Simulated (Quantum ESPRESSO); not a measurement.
Crystal: MoS2.

```
Mo S
1.0
     3.16900    0.00000    0.00000
    -1.58450    2.74443    0.00000
     0.00000    0.00000   12.32400
Mo S
2 4
Direct
  0.33333 0.66667 0.25000
  0.66667 0.33333 0.75000
  0.33333 0.66667 0.62300
  0.66667 0.33333 0.12300
  0.33333 0.66667 0.87700
  0.66667 0.33333 0.37700
```

Base run:

```yaml
Program: Quantum ESPRESSO 7.5
Functional: PBE
Potentials_or_basis: PseudoDojo 0.4.1 SR PBE standard
Cutoff: 1088 eV
Density_cutoff: 4354 eV
k_mesh: 12 × 12 × 3
Occupations: fermi-dirac, width 0.05 eV
Spin: no spin polarisation
```

Its results: band gap on the k mesh 0.89 eV, indirect (least direct gap 1.66 eV); pressure 2.0 GPa; largest force 0.058 eV/Å; electronic dielectric tensor (diagonal) 15.29, 15.29, 6.46.

Q: The run is repeated on the same cell with these changes: functional from PBE to LDA; potentials or basis from PseudoDojo 0.4.1 SR PBE standard to PseudoDojo 0.4.1 SR LDA standard. What comes out?

A: Band gap on the k mesh 0.82 eV, indirect (least direct gap 1.65 eV); pressure -5.6 GPa; largest force 0.472 eV/Å; electronic dielectric tensor (diagonal) 15.39, 15.39, 6.77.

Caveats: on a mesh that holds Γ this program's dielectric tensor can be off by some percent beyond the error of the mesh; an odd mesh through Γ misses points on the zone boundary, where band edges often lie; this functional lacks dispersion, which binds the layers, so the pressure and a relaxed spacing across them are unreliable (some runs); the cell is more than 3 GPa from zero pressure, which shifts response properties (some runs).

Not every run made on this cell is shown here.
